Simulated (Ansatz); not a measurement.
# Be4Se: the cost of one run

Computed with Ansatz 0.2.0 (DFT PBE, scalar-relativistic, plane waves, PAW, unless a step's input says otherwise).

## (1) The system as given

The structure is tetragonal, space group P-4m2 (No. 115). The conventional cell has a = 3.604 Å, b = 3.604 Å, c = 4.238 Å, α = 90.00°, β = 90.00°, γ = 90.00°. Around Be (site symmetry m) lie 4 Be at 1.52 to 2.09 Å and 1 Se at 2.01 Å. Se (site symmetry -4m2) is surrounded by 8 Be at 2.01 to 2.73 Å.

As a file:

```cif
data_structure
_symmetry_space_group_name_H-M 'P-4m2'
_symmetry_Int_Tables_number 115
_cell_length_a 3.6043
_cell_length_b 3.6043
_cell_length_c 4.2382
_cell_angle_alpha 90.000
_cell_angle_beta 90.000
_cell_angle_gamma 90.000
_cell_volume 55.06
loop_
_atom_site_label
_atom_site_type_symbol
_atom_site_symmetry_multiplicity
_atom_site_Wyckoff_symbol
_atom_site_fract_x
_atom_site_fract_y
_atom_site_fract_z
_atom_site_occupancy
Be1 Be 4 j 0.28977 0.00000 0.90448 1
Se1 Se 1 d 0.00000 0.00000 0.50000 1
```

A structure generator made this guess: random cell by space group and Wyckoff sites (P-4m2, No. 115). The dimensions are guesses.

## (2) A first look at the guess

input.yaml reads:

```yaml
crystal:
  lattice:
    - [3.60427056, 0.0, 0.0]
    - [0.0, 3.60427056, 0.0]
    - [0.0, 0.0, 4.23822588]
  atoms:
    - { symbol: Be, position: [0.28977427, 0.0, 0.90447789] }
    - { symbol: Be, position: [0.71022573, 0.0, 0.90447789] }
    - { symbol: Be, position: [0.0, 0.71022573, 0.09552211] }
    - { symbol: Be, position: [0.0, 0.28977427, 0.09552211] }
    - { symbol: Se, position: [0.0, 0.0, 0.5] }
basis:
  ecutwfc: 420
kpoints:
  mp_grid: { grid: [6, 6, 4] }
hamiltonian:
  xc: pbe
scf:
  occupations: { method: gaussian, width: 0.1 }
  lower_state_search: "off"
output:
  forces: true
  stress: true
  eigenvalues: true
```

Command:

```
> ansatz run input.yaml --threads 1 --pin off --max-ram 2560MiB --backend cpu --events-out ev --progress --plain --runs-dir out
```

**Question.** How long does this run take on 1 thread of Arm Neoverse V2, shared host, and how much memory does it need?

About 2.6 s, with a peak of 0.32 GiB.
